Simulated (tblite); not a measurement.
# CH12Si4: the cost of one run

The runs use tblite 0.8.0 and PySCF 2.14.0, with density-fitted response routines of our own; the level of theory stands in each step. All values are computed, except where a source is named. Atoms are numbered from 0 throughout.

## (1) The starting structure

17 atoms, charge 0, multiplicity 1; geometry from: force field or distance geometry start.

Bonds of the start (Å): C0–Si1 1.85, Si1–Si2 2.24, Si1–Si3 2.24, Si3–Si4 2.21, C0–H5 1.12, C0–H6 1.12, C0–H7 1.12, Si1–H8 1.46, Si2–H9 1.47, Si2–H10 1.48, Si2–H11 1.47, Si3–H12 1.47, Si3–H13 1.48, Si4–H14 1.46, Si4–H15 1.46, Si4–H16 1.47.

## (2) Optimising the geometry with GFN2-xTB

The job: settings as JSON, then the geometry in Å.

```
{"job": {"kind": "relax", "xc": "GFN2-xTB", "basis": "xTB"}, "charge": 0, "multiplicity": 1}
C     -0.791600     1.977800    -0.423000
Si    -0.671200     0.134600    -0.473500
Si    -2.497800    -0.885000     0.320400
Si     0.996000    -0.538200     0.870900
Si     2.842900    -0.648000    -0.341500
H     -0.760400     2.360800    -1.476400
H     -1.718000     2.343300     0.080500
H      0.128100     2.391100     0.072800
H     -0.385800    -0.305000    -1.832000
H     -3.647100    -0.745200    -0.584900
H     -2.139100    -2.305100     0.505000
H     -2.785700    -0.348700     1.656200
H      1.140700     0.383600     2.006100
H      0.623800    -1.865000     1.420900
H      2.756700    -1.770700    -1.265800
H      2.916300     0.582200    -1.126500
H      3.985100    -0.750500     0.580900
```

On the command line:

```sh
$ OMP_NUM_THREADS=1 python probes_run.py task.json out
```

The driver reads the jobs from task.json and runs them one after another.

Q: Estimate the wall time and peak memory of this first job on 1 thread of Intel Xeon at 2.50GHz, shared host.

About 3.2 s, with a peak of 0.18 GiB.
